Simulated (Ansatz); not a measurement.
# Rb (sc type): how the settings move a single-point run

Question: which choices in the input matter for Rb (sc type)?

Program: Ansatz 0.2.0. Level of theory: reference: DFT, PBEsol, PAW with Ansatz's default frozen-core files, scalar-relativistic. These are calculated values, not measurements.

1 further run of the same task is left out (it didn't finish). Runs told in other sessions of the task aren't counted.

### 1 Starting point

The structure is cubic, space group Pm-3m (No. 221). The conventional cell has a = 3.433 Å, b = 3.433 Å, c = 3.433 Å, α = 90.00°, β = 90.00°, γ = 90.00°. Rb (site symmetry m-3m) is surrounded by 6 Rb at 3.43 Å.

Coordinates:

```xyz
1
Lattice="3.4328 0.0000 0.0000 0.0000 3.4328 0.0000 0.0000 0.0000 3.4328" Properties=species:S:1:pos:R:3 pbc="T T T"
Rb    0.0000    0.0000    0.0000
```

### 2 Baseline

input.yaml

```yaml
crystal:
  lattice:
    - [3.4327599667, 0.0, 0.0]
    - [0.0, 3.4327599667, 0.0]
    - [0.0, 0.0, 3.4327599667]
  atoms:
    - { symbol: Rb, position: [0.0, 0.0, 0.0] }
kpoints:
  mp_grid: { grid: [9, 9, 9] }
scf:
  occupations: { method: fermi_dirac, width: 0.1 }
hamiltonian:
  xc: pbesol
  pseudopotentials: { kind: paw }
output:
  forces: true
  stress: true
  eigenvalues: true
basis:
  ecutwfc: 300
```

Launch:

```bash
$ ansatz run input.yaml --threads 1 --pin off --max-ram 2048MiB --backend cpu --events-out ev --progress --plain --runs-dir out
```

### 3 Changed: mp_grid.shift [0.5, 0.5, 0.5], ecutrho_ratio 9

input.yaml, as its differences from that of step 2:

```diff
@@ -8,3 +8,3 @@
 kpoints:
-  mp_grid: { grid: [9, 9, 9] }
+  mp_grid: { grid: [9, 9, 9], shift: [0.5, 0.5, 0.5] }
 scf:
@@ -20 +20,2 @@
   ecutwfc: 300
+  ecutrho_ratio: 9
```

Q: Predict the outcome of this session. Wanted: for each run, ending; energy change; pressure; gap; force.

As calculated:

| run | ending | energy change | pressure (GPa) | gap (eV) | force (eV/Å) | cycles | time |
| --- | --- | --- | --- | --- | --- | --- | --- |
| reference | converged | 0 | 6.8 | 0.00 | 0.00 | 7 | 0.59 s |
| 1: mp_grid.shift [0.5, 0.5, 0.5], ecutrho_ratio 9 | converged | +3.3 meV/atom | 6.9 | 0.00 | 0.00 | 6 | 0.67 s |

Residual by cycle in the longest SCF loop of each run; runs are numbered as in the table. The quantity is the density residual dr2, in eV.

| cycle | reference | run 1 |
| --- | --- | --- |
| 1 | 7.8e-4 | 6.4e-4 |
| 2 | 3.8e-4 | 2.9e-4 |
| 3 | 1.1e-4 | 8.0e-5 |
| 4 | 2.0e-5 | 1.5e-5 |
| 5 | 1.6e-6 | 6.2e-7 |
| 6 | 1.1e-7 | 2.9e-8 |
| 7 | 4.0e-9 | - |

What this shows: Changing the k-point mesh and numerical grids moves the energy by +3.3 meV/atom. The mesh and an integration grid changed together, so this run can't say which moved the energy.
